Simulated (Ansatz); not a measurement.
CsLiCr2Te2S3:

```xyz
9
Lattice="3.3193 1.9164 6.8798 -3.3193 1.9164 6.8798 0.0000 -3.8328 6.8798" Properties=species:S:1:pos:R:3 pbc="T T T"
Cs    0.0000    0.0000    0.0000
Li    0.0000    0.0000   10.3197
Cr    0.0000    0.0000   16.4802
Cr    0.0000    0.0000    4.1593
Te    0.0000    0.0000   14.0328
Te    0.0000    0.0000    6.6067
S    -2.4147    0.0000   10.3197
S     1.2074   -2.0912   10.3197
S     1.2074    2.0912   10.3197
```

The cell was built by a generator and needn't be a form met in nature.

| Item | Value |
| --- | --- |
| Program | Ansatz 0.2.0 |
| Task | relaxation of cell and atoms |
| Functional | revPBE |
| Potentials or basis | Ansatz PAW |
| Cutoff | 420 eV (not typed: the program's choice for these potentials) |
| k mesh | 4 × 4 × 4 |
| Occupations | fermi-dirac, width 0.05 eV |
| Spin | collinear spin, ferromagnetic start |
| Starting moments | [0.0, 0.0, 3.0, 3.0, 0.0, 0.0, 0.0, 0.0, 0.0] μB |

At the start: volume 29.18 Å³/atom.

How do energy, volume and symmetry change on relaxing?

It ends after 11 steps and the volume is 32.91 Å³/atom (+12.8 %); space group R32 (No. 155, to 0.05 Å); moment 4.00 μB per cell.

The path:
```
step  energy change (eV)  largest force (eV/Å)  volume (Å³)
   1              0.0000                0.0907       262.58
   2             -0.0441                0.0897       271.63
   3             -0.0643                0.0196       280.91
   4             -0.0712                0.0196       286.11
   5             -0.0737                0.0133       289.42
   6             -0.0739                0.0062       289.00
   7             -0.0801                0.0060       289.00
   8             -0.0813                0.0123       292.11
   9             -0.0813                0.0348       295.21
  10             -0.0816                0.0031       296.20
  11             -0.0824                0.0031       296.20
```

Final structure:
```yaml
crystal:
  lattice:
    - [3.34145, 1.92918, 7.65828]
    - [-3.34145, 1.92918, 7.65828]
    - [0.00000, -3.85837, 7.65828]
  atoms:
    - { symbol: Cs, position: [0.00000, 0.00000, 0.00000] }
    - { symbol: Li, position: [0.50000, 0.50000, 0.50000] }
    - { symbol: Cr, position: [0.80129, 0.80129, 0.80129] }
    - { symbol: Cr, position: [0.19871, 0.19871, 0.19871] }
    - { symbol: Te, position: [0.69408, 0.69408, 0.69408] }
    - { symbol: Te, position: [0.30592, 0.30592, 0.30592] }
    - { symbol: S, position: [0.13571, 0.86429, 0.50000] }
    - { symbol: S, position: [0.50000, 0.13571, 0.86429] }
    - { symbol: S, position: [0.86429, 0.50000, 0.13571] }
```

Caveat: the plane-wave basis is chosen anew once the cell has moved, so the energies of steps on either side of that aren't comparable; only a ferromagnetic start was run, and an antiferromagnetic order may lie lower in energy; the PAW data sets come from PBE, with cores solved anew for the run's functional, which leaves a small shift of forces and pressure.
